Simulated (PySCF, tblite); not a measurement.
# C7H9N2 radical: geometry, infrared bands and EPR parameters

Aim: predict the infrared bands and EPR parameters of C7H9N2 radical (`CNc1ccc([NH])cc1`).

Programs: tblite 0.8.0 and PySCF 2.14.0, with density-fitted response routines of our own. Each step states its level of theory. These are calculated values for one molecule in the gas phase, unless marked as measured. Atoms count from 0, in the outputs and in this text.

## (1) The molecule as given

18 atoms, charge 0, multiplicity 2; geometry from: force field or distance geometry start.

Bonds of the start (Å): C0–N1 1.43, N1–C2 1.44, C2–C3 1.39, C3–C4 1.38, C4–C5 1.38, C5–N6 1.41, C5–C7 1.39, C7–C8 1.39, C8–C2 1.39, C0–H9 1.11, C0–H10 1.10, C0–H11 1.13, N1–H12 1.05, C3–H13 1.08, C4–H14 1.10, N6–H15 1.01, C7–H16 1.09, C8–H17 1.09.

## (2) Optimising the geometry with GFN2-xTB

What the job is given:

```
{"job": {"kind": "relax", "xc": "GFN2-xTB", "basis": "xTB"}, "charge": 0, "multiplicity": 2}
C     -2.945900    -0.007500    -0.436600
N     -1.780900    -0.832800    -0.431000
C     -0.439600    -0.335600    -0.314500
C     -0.177500     1.027000    -0.229800
C      1.148500     1.389300    -0.118600
C      2.187000     0.485600    -0.126000
N      3.505300     0.968900    -0.026000
C      1.915300    -0.872500    -0.216900
C      0.593000    -1.273200    -0.316300
H     -3.314600     0.259300    -1.449000
H     -2.861800     0.933800     0.128500
H     -3.779500    -0.658900    -0.027000
H     -1.907100    -1.871700    -0.480600
H     -0.974500     1.749700    -0.223900
H      1.352600     2.468200    -0.048200
H      4.351800     0.517400    -0.351400
H      2.723800    -1.602600    -0.217200
H      0.395400    -2.338000    -0.392100
```

Command:

```console
OMP_NUM_THREADS=1 python probes_run.py task.json out
```

This one command runs all jobs of the session in turn.

**Question.** This job is followed by: GFN2-xTB harmonic vibrations, gas phase; UKS B3LYP, pcH-1 on C H N, non-relativistic, mean-field spin-orbit, GIAO. Predict these results of the whole session: strongest single infrared mode (GFN2-xTB); zero-point energy (GFN2-xTB); g(iso) (B3LYP); ⟨S²⟩; largest a(iso) (averaged by class); surface potential, 1st and 99th percentile.

**Answer**, as computed:

| quantity | value |
| --- | --- |
| strongest single infrared mode (GFN2-xTB) | 1509 cm⁻¹, 187 km/mol |
| zero-point energy (GFN2-xTB) | 90.5 kcal/mol |
| g(iso) (B3LYP) | 2.00343 |
| ⟨S²⟩ | 0.777 (exact 0.75) |
| largest a(iso) (averaged by class) | 13C on C5, -34.6 MHz |
| surface potential, 1st and 99th percentile | -2.29 V and 2.16 V |

What this shows: Relaxing lowered the energy by 0.856 eV in 81 steps; the close pair that moved most is C5–N6, from 1.408 to 1.304 Å. No mode is imaginary among the 48: a minimum at this level. The strongest single mode, at 1509 cm⁻¹, is carried by C5, C4, C2, N6. Unscaled tight-binding wavenumbers are off by several per cent, some by more. Its intensities can rank the bands wrongly. The largest share of the spin, 0.52 e, sits on N6. The isotropic g lies 1.1 ppt above the free-electron value.
